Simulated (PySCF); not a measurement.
# C3H8O2Si: the cost of one run

Programs: PySCF 2.14.0, with density-fitted response routines of our own. Each step states its level of theory. These are calculated values for one molecule in the gas phase, unless marked as measured. Atoms count from 0, in the outputs and in this text.

## 1. The starting structure

14 atoms, charge 0, multiplicity 1; geometry from: GFN2-xTB. The atoms were then displaced at random by about 0.01 Å, so the start is not that level's minimum.

Bonds of the start (Å): O0–C1 1.40, C1–C2 1.49, C2–C3 1.38, C3–O4 1.32, O4–Si5 1.63, O0–H6 0.96, C1–H7 1.09, C1–H8 1.11, C2–H9 1.07, C3–H10 1.07, Si5–H11 1.48, Si5–H12 1.46, Si5–H13 1.45.

## 2. Optimising the geometry at PBE0-D3(BJ)/def2-SVP

The job: settings as JSON, then the geometry in Å.

```
{"job": {"xc": "PBE0", "basis": "def2-SVP", "d3": "d3bj", "grid": 1, "shake": 0.01, "kind": "geom"}, "charge": 0, "multiplicity": 1}
O     -2.902440     0.344730     0.572030
C     -1.910140     0.233320    -0.406400
C     -1.041770    -0.951610    -0.157970
C      0.328400    -0.877040    -0.004400
O      0.976180     0.270840    -0.106090
Si     2.556630     0.641340     0.043080
H     -2.499990     0.457280     1.433850
H     -2.419360     0.119860    -1.358600
H     -1.295400     1.153860    -0.435900
H     -1.518380    -1.905290    -0.041820
H      0.876740    -1.769680     0.206280
H      3.060150     0.253230     1.376980
H      2.455640     2.083050    -0.166800
H      3.326590    -0.068990    -0.961990
```

Started as:

```bash
$ OMP_NUM_THREADS=1 python probes_run.py task.json out
```

This one command runs all jobs of the session in turn.

**Question.** How long does this first job take on 1 thread of Arm Neoverse V1, shared host, and how much memory does it need?

About 54 s, with a peak of 0.52 GiB.
